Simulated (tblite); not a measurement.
# C22H8N4: the cost of one run

Programs: tblite 0.8.0 and PySCF 2.14.0, with routines of our own; each step states its level. All values are computed. Atoms count from 0.

## 1. The starting structure

34 atoms, charge 0, multiplicity 1; geometry from: force field, distance geometry or constructed start.

## 2. Geometry optimisation with GFN2-xTB

What the job is given:

```
{"job": {"kind": "relax", "xc": "GFN2-xTB", "basis": "xTB"}, "charge": 0, "multiplicity": 1}
N     -4.538000     3.562900     0.262900
C     -4.264400     2.481200    -0.037600
C     -3.886100     1.141700    -0.370600
C     -4.640900     0.533400    -1.422900
N     -5.200200    -0.015900    -2.272100
C     -2.816600     0.532100     0.187100
C     -1.895200     1.275400     1.073500
C     -0.567300     1.015200     1.022700
C      0.384100     1.790000     1.815900
C      1.702800     1.622400     1.642200
C      2.209200     0.672500     0.672000
C      1.400700    -0.142300    -0.068200
C     -0.050400    -0.055400     0.115900
C     -0.899400    -0.933000    -0.466100
C     -2.344600    -0.846900    -0.148300
C     -3.100200    -1.976900    -0.026800
C     -2.576200    -3.267200    -0.338200
N     -2.131600    -4.312100    -0.598000
C     -4.415700    -1.939900     0.513600
N     -5.470200    -1.850200     0.980800
C      2.223600    -0.993200    -0.947200
C      3.507400    -0.694700    -0.728700
C      4.837400    -1.027200    -1.122300
C      5.627400    -0.232600    -0.393600
C      4.828300     0.633800     0.489000
C      3.536000     0.336200     0.277000
H     -2.282200     2.059000     1.723600
H      0.010900     2.515500     2.538000
H      2.424200     2.199300     2.213300
H     -0.538000    -1.727800    -1.104900
H      1.850500    -1.729700    -1.641500
H      5.125000    -1.765200    -1.858300
H      6.709500    -0.200800    -0.427000
H      5.232300     1.358300     1.176000
```

Launch:

```sh
$ OMP_NUM_THREADS=1 python large_run.py task.json out
```

The driver reads the jobs from task.json and runs them one after another.

Q: Estimate the wall time and peak memory of this first job on 1 thread of Arm Neoverse V1, shared host.

About 2.9 s, with a peak of 0.19 GiB.
